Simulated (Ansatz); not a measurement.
# TiSi16: the cost of one run

Program: Ansatz 0.2.0. Level of theory: DFT PBE, plane waves, PAW, scalar-relativistic, no spin polarisation. These are calculated values, not measurements.

### 1 Starting point

The cell holds 17 atoms (Si16Ti): a = 7.679 Å, b = 7.679 Å, c = 7.679 Å, α = 60.00°, β = 60.00°, γ = 60.00°.

Its coordinates follow in the input file.

### 2 End point A

File input.yaml:

```yaml
crystal:
  lattice:
    - [0.0, 5.43, 5.43]
    - [5.43, 0.0, 5.43]
    - [5.43, 5.43, 0.0]
  atoms:
    - { symbol: Si, position: [0.0, 0.0, 0.0] }
    - { symbol: Si, position: [0.125, 0.125, 0.125] }
    - { symbol: Si, position: [0.0, 0.0, 0.5] }
    - { symbol: Si, position: [0.125, 0.125, 0.625] }
    - { symbol: Si, position: [0.0, 0.5, 0.0] }
    - { symbol: Si, position: [0.125, 0.625, 0.125] }
    - { symbol: Si, position: [0.0, 0.5, 0.5] }
    - { symbol: Si, position: [0.125, 0.625, 0.625] }
    - { symbol: Si, position: [0.5, 0.0, 0.0] }
    - { symbol: Si, position: [0.625, 0.125, 0.125] }
    - { symbol: Si, position: [0.5, 0.0, 0.5] }
    - { symbol: Si, position: [0.625, 0.125, 0.625] }
    - { symbol: Si, position: [0.5, 0.5, 0.0] }
    - { symbol: Si, position: [0.625, 0.625, 0.125] }
    - { symbol: Si, position: [0.5, 0.5, 0.5] }
    - { symbol: Si, position: [0.625, 0.625, 0.625] }
    - { symbol: Ti, position: [0.3757258, 0.8840086, 0.8750368] }
basis:
  ecutwfc: 420.0
kpoints:
  mp_grid: { grid: [2, 2, 2] }
hamiltonian:
  xc: pbe
  pseudopotentials: { kind: paw, azcp: { folder: soft_1 } }
scf:
  occupations: { method: fermi_dirac, width: 0.02 }
  lower_state_search: "off"
relax:
  f_tol: 0.03
  max_steps: 60
  adjacent_minimum: "off"
```

Run with:

```bash
ansatz run input.yaml --threads 1 --pin off --max-ram 3072MiB --backend cpu --events-out ev --progress --plain --runs-dir out
```

What time and memory should one allow on 1 thread of Arm Neoverse V1, shared host?

About 25 s, with a peak of 0.55 GiB.
